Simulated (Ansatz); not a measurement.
# H21O10F: the cost of one run

All numbers below are computed with Ansatz 0.2.0 (DFT PBE+D3(BJ), plane waves, PAW, scalar-relativistic, no spin polarisation).

## 1. The system as given

The cell holds 32 atoms (FH21O10): a = 6.938 Å, b = 6.938 Å, c = 6.938 Å, α = 90.00°, β = 90.00°, γ = 90.00°.

The coordinates stand in the first input below.

## 2. Relaxing the start

input.yaml reads:

```yaml
accuracy: low
crystal:
  lattice:
    - [6.938232, 0.0, 0.0]
    - [0.0, 6.938232, 0.0]
    - [0.0, 0.0, 6.938232]
  atoms:
    - { symbol: O, position: [0.0351639, 0.0144795, 0.2057982] }
    - { symbol: H, position: [0.01198, 0.1446754, 0.1610858] }
    - { symbol: H, position: [-0.0276361, -0.0657011, 0.1103261] }
    - { symbol: O, position: [0.5358957, 0.3230388, 0.3799303] }
    - { symbol: H, position: [0.5623703, 0.4116094, 0.2753261] }
    - { symbol: H, position: [0.5565774, 0.1970247, 0.3235353] }
    - { symbol: O, position: [0.3237594, 0.1461194, 0.580032] }
    - { symbol: H, position: [0.2776185, 0.2138796, 0.4670397] }
    - { symbol: H, position: [0.4200808, 0.0584267, 0.529834] }
    - { symbol: O, position: [0.3698221, 0.5341388, 0.0936545] }
    - { symbol: H, position: [0.4831685, 0.5992596, 0.1426396] }
    - { symbol: H, position: [0.2690446, 0.5695444, 0.1835323] }
    - { symbol: O, position: [0.0730712, 0.2681407, 0.8227427] }
    - { symbol: H, position: [0.128093, 0.3950892, 0.8412997] }
    - { symbol: H, position: [-0.0337665, 0.2900474, 0.7356021] }
    - { symbol: O, position: [0.8658486, 0.812397, 0.6439872] }
    - { symbol: H, position: [0.9633381, 0.7606775, 0.7294772] }
    - { symbol: H, position: [0.882239, 0.9506814, 0.6538088] }
    - { symbol: O, position: [0.8460373, 0.4735839, 0.3793303] }
    - { symbol: H, position: [0.8603941, 0.6117931, 0.3927384] }
    - { symbol: H, position: [0.8376038, 0.4537292, 0.2414088] }
    - { symbol: O, position: [0.3862401, 0.576438, 0.7571483] }
    - { symbol: H, position: [0.4513626, 0.5135378, 0.6508925] }
    - { symbol: H, position: [0.262114, 0.6122417, 0.7042476] }
    - { symbol: O, position: [0.6243269, 0.0021507, 0.8489389] }
    - { symbol: H, position: [0.7596213, 0.0365157, 0.8503969] }
    - { symbol: H, position: [0.5923355, -0.003327, 0.7131663] }
    - { symbol: O, position: [0.3171723, 0.7645, 0.4605822] }
    - { symbol: H, position: [0.4342726, 0.8348515, 0.4318446] }
    - { symbol: H, position: [0.2407309, 0.7772965, 0.3444762] }
    - { symbol: F, position: [0.7478539, 0.5563319, 0.9641184] }
    - { symbol: H, position: [0.7128687, 0.6549922, 0.8795043] }
basis:
  ecutwfc: 420.0
kpoints:
  mp_grid: { grid: [1, 1, 1] }
hamiltonian:
  xc: pbe
  dispersion: d3bj
scf:
  occupations: { method: fermi_dirac, width: 0.05 }
  lower_state_search: "off"
relax:
  f_tol: 0.3
  max_steps: 15
  adjacent_minimum: "off"
```

Run with:

```
$ ansatz run input.yaml --threads 1 --pin off --max-ram 3072MiB --backend cpu --events-out ev --progress --plain --runs-dir out
```

**Question.** How long does this run take on 1 thread of Intel Xeon Platinum 8488C (Sapphire Rapids), shared host, and how much memory does it need?

About 26 s, with a peak of 0.44 GiB.
